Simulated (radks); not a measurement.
# Dy³⁺ in [Xe] 4f9: an all-electron calculation

Wanted: eigenvalues, radial structure and energy terms of the dysprosium ion Dy3+.

The numbers are computed with radks (a radial shooting solver on a logarithmic mesh, Libxc functionals) version 1 (scalar-relativistic Kohn-Sham, PBEsol, spin-polarised, spherical densities, point nucleus; open shells are filled with parallel spins first), except any that are marked as measured or tabulated.

## Step 1: The atom as given

- element: dysprosium (Z = 66)
- charge: +3
- electrons: 63
- configuration: [Xe] 4f9

Outer shells as boxes (Hund's rule):

Dy³⁺
```
[Xe] core
4f [↑↓][↑↓][↑ ][↑ ][↑ ][↑ ][↑ ]
```

## Step 2: The calculation

The run's settings:

```text
Z 66
configuration [Xe] 4f9
relativity scalar-relativistic
functional pbe_sol,pbe_sol
spin polarised
nucleus point
c 137.035999084
```

Q: Predict the outcome of this run.

**Answer**, as computed:

```
                        quantity                     value
                    total energy       -12151.8230 hartree
exchange-correlation share of it                    2.12 %
                            −T/E                    1.0789
          highest occupied level       4f down, -32.413 eV
    most extended occupied level  5p down, <r> = 1.49 bohr
 radius at density 0.001 e/bohr³                 3.18 bohr
    maxima of the radial density                         4
         ionisation energy, NIST       41.2 (semi-emp.) eV
```

What this shows: 5 principal shells are occupied and 4 maxima appear in the radial density; where shells overlap, one shows as a shoulder or not at all. −T/E is 1.079: with relativity the kinetic term as defined here no longer equals −E. Minus the highest eigenvalue, 32.413 eV, is 79 % of the tabulated ionisation energy (41.2 eV); the potential of a semilocal functional falls off too fast, so its top eigenvalue is too shallow. Open shells are spherical and high-spin; term and fine-structure splittings are not resolved. Spin-orbit splitting is averaged out at the scalar-relativistic level.
